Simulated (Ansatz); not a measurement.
# CH3GaO2Se: small, medium and large basis sets

The task here is to estimate one member of a computed series from the others.

Method: one geometry, several basis sets; program: Ansatz 0.2.0, Gaussian basis.

Levels to be run: PBE0-D4/def2-SVP; ωB97M-V/def2-SVP; PBE0-D4/def2-QZVPP; ωB97M-V/def2-QZVPP; the functionals' def2-TZVPP values are taken from earlier runs.

## Structure used throughout

The geometry comes from an earlier relaxation with PBE0-D4 in a triple-zeta def2 set; it is a stationary point, not always the lowest conformer.

SMILES `O=C(O)[Se][GaH2]`, 8 atoms, charge 0, spin multiplicity 1.

Atoms are counted from 1 here; the program's logs count them from 0.

Bond lengths: O1–C2 1.185 Å, C2–O3 1.399 Å, C2–Se4 1.895 Å, O3–H6 0.969 Å, Se4–Ga5 2.433 Å, Ga5–H7 1.560 Å, Ga5–H8 1.560 Å. Angles: O1–C2–O3 120.9°, O1–C2–Se4 131.8°, O3–C2–Se4 107.3°, C2–O3–H6 110.7°, C2–Se4–Ga5 80.4°, Se4–Ga5–H7 115.6°, Se4–Ga5–H8 115.6°, H7–Ga5–H8 127.4°.

Set-up of the first run:

Input file in.yaml:

```yaml
crystal:
  periodic: [false, false, false]
  atoms:
    - {symbol: O, position_ang: [-1.980805, 0.601419, 1.451976]}
    - {symbol: C, position_ang: [-1.168675, 0.444971, 0.603286]}
    - {symbol: O, position_ang: [-0.009568, -0.300235, 0.845913]}
    - {symbol: Se, position_ang: [-1.088521, 1.044151, -1.192217]}
    - {symbol: Ga, position_ang: [1.009420, -0.182947, -1.081620]}
    - {symbol: H, position_ang: [-0.000330, -0.631203, 1.757059]}
    - {symbol: H, position_ang: [2.276393, 0.673524, -0.773484]}
    - {symbol: H, position_ang: [0.962084, -1.649669, -1.610923]}
basis:
  gaussian: {orbitals: def2-SVP}
hamiltonian: {xc: pbe0, dispersion: d4}
output: {orbitals: {seedname: orbitals}}
```

Command:

```
ansatz run in.yaml --threads 4 --pin off --events-out ev --progress --plain --max-ram 10444MiB
```

Among the steps run: PBE0-D4 in def2-SVP; ωB97M-V in def2-SVP; PBE0-D4 in def2-QZVPP; ωB97M-V in def2-QZVPP.

One of the session's tables, all rows but one given; the rest of the session is left out.

It belongs to the step «Functionals by basis». 

| functional | basis | HOMO (eV) |
| --- | --- | --- |
| PBE0-D4 | def2-SVP | ? |
| PBE0-D4 | def2-TZVPP | -7.21 |
| PBE0-D4 | def2-QZVPP | -7.22 |
| ωB97M-V | def2-SVP | -9.13 |
| ωB97M-V | def2-TZVPP | -9.29 |
| ωB97M-V | def2-QZVPP | -9.31 |

Estimate the missing values for PBE0-D4, def2-SVP.

As computed: HOMO (eV): -7.08. In the column «HOMO (eV)» it is the highest.
